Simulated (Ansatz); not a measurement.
# doublet [As4]+: levels of theory compared

Aim: a comparison of 6 runs (UCAM-B3LYP/cc-pVDZ, UHSE06/cc-pVDZ, USVWN5/cc-pVDZ, RPA@PBE/cc-pVDZ, UCCSD/cc-pVDZ, UCCSD(T)/cc-pVDZ) of doublet [As4]+. 

Program for the calculation: Ansatz 0.2.0.

24 further runs of the same task are left out: 7 that didn't finish, 17 set aside as unsound or not needed. Runs told in other sessions of the task aren't counted.

**1. The structure to begin with**

The species is [As4]+ (4 atoms), meant as a doublet with charge +1. As SMILES of the parent species, `[As]12[As]3[As]1[As]23`. The coordinates come from a PBE0-D4/def2-TZVP relaxation. That shape belongs to the parent species and isn't relaxed for this state.

Bond lengths: As1–As2 2.424 Å, As1–As3 2.424 Å, As2–As3 2.424 Å, As1–As4 2.424 Å, As2–As4 2.424 Å, As3–As4 2.424 Å. Some angles: As1–As2–As3 60.0°, As1–As2–As4 60.0°, As3–As2–As4 60.0°, As2–As1–As3 60.0°, As2–As1–As4 60.0°, As3–As1–As4 60.0°, As1–As3–As2 60.0°, As1–As3–As4 60.0°, As2–As3–As4 60.0°, As1–As4–As2 60.0°.

**2. The energy at UCAM-B3LYP/cc-pVDZ (run 1)**

Input file run.yaml:

```yaml
crystal:
  periodic: [false, false, false]
  atoms:
    - {symbol: As, position_ang: [0.408230, -1.037610, 0.980150]}
    - {symbol: As, position_ang: [-0.244980, 1.281220, 0.708840]}
    - {symbol: As, position_ang: [-1.243230, -0.430680, -0.687660]}
    - {symbol: As, position_ang: [1.079970, 0.187070, -1.001320]}
basis:
  gaussian:
    orbitals: cc-pVDZ
total_charge: 1
magnetization:
  spin_polarized: true
  initial_magnetization: 1
hamiltonian:
  xc: {name: CAM-B3LYP}
accuracy: high
output:
  orbitals: {seedname: orbitals}
```

Command:

```
ansatz run run.yaml --threads 1 --pin off --max-ram 3480MiB --events-out events.jsonl --progress --plain --runs-dir runs
```

What it wrote:

```text
Warning: RAYON_NUM_THREADS=1 ignored (pool sized by the plan → 1); use --threads N
Functional definition: CAM-B3LYP
  name "CAM-B3LYP"
  parameter alpha = 0.19
  parameter beta = 0.46
  parameter omega = 0.33/bohr
  parameter ac = 0.81
  exchange = (1 - alpha - beta)*b88_x + beta*b88_x_sr(omega) + alpha*exact_x + beta*exact_x_lr(omega)
  correlation = (1 - ac)*vwn5_c + ac*lyp_c
2311 factors; integrals over basis functions are off by at most 4.5e-9 eV
406 factors; integrals over basis functions are off by at most 1.4e-9 eV
mean field evaluation 1: about -243368.2222 eV, gradient 7.7e0 eV
mean field evaluation 2: about -243368.4556 eV, gradient 5.8e0 eV
mean field evaluation 4: about -243368.6604 eV, gradient 4.9e-1 eV
mean field evaluation 8: about -243368.7706 eV, gradient 2.4e-2 eV
mean field evaluation 16: about -243368.7706 eV, gradient 3.5e-4 eV
mean field evaluation 32: about -243368.7706 eV, gradient 9.5e-5 eV
mean field evaluation 64: about -243368.7706 eV, gradient 6.5e-4 eV
mean field -243368.77062659 eV, -8943.6373592495 hartree, gradient 1.8e-8 eV, S^2 0.757307; 11 other end points of the search recorded, 0 dependent functions left out
reference -243368.77064146 eV, -8943.6373597961 hartree; 66, 65 occupied and 42, 43 virtual orbitals, 2311 factors
Total energy: -243368.77064146 eV, -8943.6373597961 hartree
```

It took 4.2 min on 1 thread of Intel Xeon Platinum 8559C (Emerald Rapids), shared host; peak memory 1.3 GiB.

**3. A single-point energy at UHSE06/cc-pVDZ (run 2)**

Input file in.yaml:

```yaml
basis:
  gaussian:
    orbitals: cc-pVDZ
crystal:
  periodic: [false, false, false]
  atoms:
    - symbol: As
      position_ang: [0.408230, -1.037610, 0.980150]
    - symbol: As
      position_ang: [-0.244980, 1.281220, 0.708840]
    - symbol: As
      position_ang: [-1.243230, -0.430680, -0.687660]
    - symbol: As
      position_ang: [1.079970, 0.187070, -1.001320]
total_charge: 1
magnetization:
  spin_polarized: true
  initial_magnetization: 1
hamiltonian:
  xc: hse06
accuracy: high
output: {orbitals: {seedname: orbitals}}
```

Command:

```
ansatz run in.yaml --threads 1 --pin off --max-ram 3480MiB --events-out events.jsonl --progress --plain --runs-dir runs
```

What it wrote (excerpt; [...] marks lines left out):

```text
Warning: RAYON_NUM_THREADS=1 ignored (pool sized by the plan → 1); use --threads N
Functional definition: HSE06
  name "HSE06"
[...]
2311 factors; integrals over basis functions are off by at most 4.5e-9 eV
91 factors; integrals over basis functions are off by at most 1.4e-9 eV
[...]
mean field -243327.05594699 eV, -8942.1043730496 hartree, gradient 5.7e-8 eV, S^2 0.755414; 19 other end points of the search recorded, 0 dependent functions left out
reference -243327.05594925 eV, -8942.1043731327 hartree; 66, 65 occupied and 42, 43 virtual orbitals, 2311 factors
Total energy: -243327.05594925 eV, -8942.1043731327 hartree
```

Run time: 3 min. Hardware: 1 thread of Intel Xeon Platinum 8559C (Emerald Rapids), shared host; peak memory 1.3 GiB.

**4. The energy at USVWN5/cc-pVDZ (run 3)**

Input file input.yaml:

```yaml
basis:
  gaussian:
    orbitals: cc-pVDZ
crystal:
  periodic: [false, false, false]
  atoms:
    - {symbol: As, position_ang: [0.408230, -1.037610, 0.980150]}
    - {symbol: As, position_ang: [-0.244980, 1.281220, 0.708840]}
    - {symbol: As, position_ang: [-1.243230, -0.430680, -0.687660]}
    - {symbol: As, position_ang: [1.079970, 0.187070, -1.001320]}
total_charge: 1
magnetization:
  spin_polarized: true
  initial_magnetization: 1
hamiltonian:
  xc: {name: SVWN5}
accuracy: high
output: {orbitals: {seedname: orbitals}}
```

Command:

```
ansatz run input.yaml --threads 1 --pin off --max-ram 3480MiB --events-out events.jsonl --progress --plain --runs-dir runs
```

What it wrote:

```text
Warning: RAYON_NUM_THREADS=1 ignored (pool sized by the plan → 1); use --threads N
Functional definition: SVWN5
  name "SVWN5"
  exchange = slater_x
  correlation = vwn5_c
2311 factors; integrals over basis functions are off by at most 4.5e-9 eV
mean field evaluation 1: about -242998.4400 eV, gradient 1.8e1 eV
mean field evaluation 2: about -242996.4213 eV, gradient 2.6e1 eV
mean field evaluation 4: about -243000.6837 eV, gradient 4.4e0 eV
mean field evaluation 8: about -243000.8124 eV, gradient 2.2e0 eV
mean field evaluation 16: about -243000.8386 eV, gradient 1.1e-3 eV
mean field evaluation 32: about -243000.8366 eV, gradient 2.2e-4 eV
mean field evaluation 64: about -243000.7502 eV, gradient 2.1e0 eV
mean field evaluation 96: about -243000.8350 eV, gradient 6.0e-1 eV
mean field evaluation 128: about -243000.8383 eV, gradient 1.0e-2 eV
mean field -243000.83856725 eV, -8930.1161054623 hartree, gradient 1.5e-8 eV, S^2 0.750839; 14 other end points of the search recorded, 0 dependent functions left out
reference -243000.83856946 eV, -8930.1161055436 hartree; 66, 65 occupied and 42, 43 virtual orbitals, 2311 factors
Total energy: -243000.83856946 eV, -8930.1161055436 hartree
```

It took 54 s on 1 thread of Intel Xeon Platinum 8559C (Emerald Rapids), shared host; peak memory 0.45 GiB.

Runs 4 to 5 aren't shown in full; the table further down has their settings and results.

**5. The energy at UCCSD(T)/cc-pVDZ (run 6)**

Input file run.yaml:

```yaml
crystal:
  periodic: [false, false, false]
  atoms:
    - {symbol: As, position_ang: [0.408230, -1.037610, 0.980150]}
    - {symbol: As, position_ang: [-0.244980, 1.281220, 0.708840]}
    - {symbol: As, position_ang: [-1.243230, -0.430680, -0.687660]}
    - {symbol: As, position_ang: [1.079970, 0.187070, -1.001320]}
basis:
  gaussian: {orbitals: cc-pVDZ}
accuracy: high
total_charge: 1
magnetization: {spin_polarized: true, initial_magnetization: 1}
correlation: {method: ccsd_t, frozen_orbitals: {As: 9}}
scf: {omitted_lower_state_checks: [cluster_reference, increment]}
```

Command:

```
ansatz run run.yaml --threads 1 --pin off --max-ram 3480MiB --events-out events.jsonl --progress --plain --runs-dir runs
```

What it wrote:

```text
Warning: RAYON_NUM_THREADS=1 ignored (pool sized by the plan → 1); use --threads N
[... 17 lines left out ...]
36 core orbitals not correlated: weight in the atoms' cores, before any rotation towards them, 1.000 or more for the frozen orbitals, at most 0.000 for the correlated occupied ones
[... 30 lines left out ...]
Total energy: -243187.46693561 eV, -8936.9745714981 hartree
Checks for a lower state left out: cluster_reference, increment
```

It took 2.8 min on 1 thread of Intel Xeon Platinum 8559C (Emerald Rapids), shared host; peak memory 0.97 GiB.

**6. Overview of the runs**

```
run               level  frozen core orbitals   energy (Eh)   ⟨S²⟩  wall time
  1  UCAM-B3LYP/cc-pVDZ                     –  -8943.637360  0.757    4.2 min
  2      UHSE06/cc-pVDZ                     –  -8942.104373  0.755      3 min
  3      USVWN5/cc-pVDZ                     –  -8930.116106  0.751       54 s
  4     RPA@PBE/cc-pVDZ                    36  -8937.147687  0.752    3.9 min
  5       UCCSD/cc-pVDZ                    36  -8936.944717  0.782    2.7 min
  6    UCCSD(T)/cc-pVDZ                    36  -8936.974571  0.782    2.8 min
```

**7. Outcome**

| quantity | value |
| --- | --- |
| run 6: total energy | -8936.97457 Eh |
| run 6: correlation energy (36 core orbitals frozen) | -515.4 mEh |
| run 6: (T) correction | -29.85 mEh |
| run 6: ⟨S²⟩ of the reference determinant | 0.782 |
| run 6: T1 diagnostic | 0.013 |

**Reading.** Totals of different functionals can't be ranked against each other. All runs together took 18 min, the longest 4.2 min.
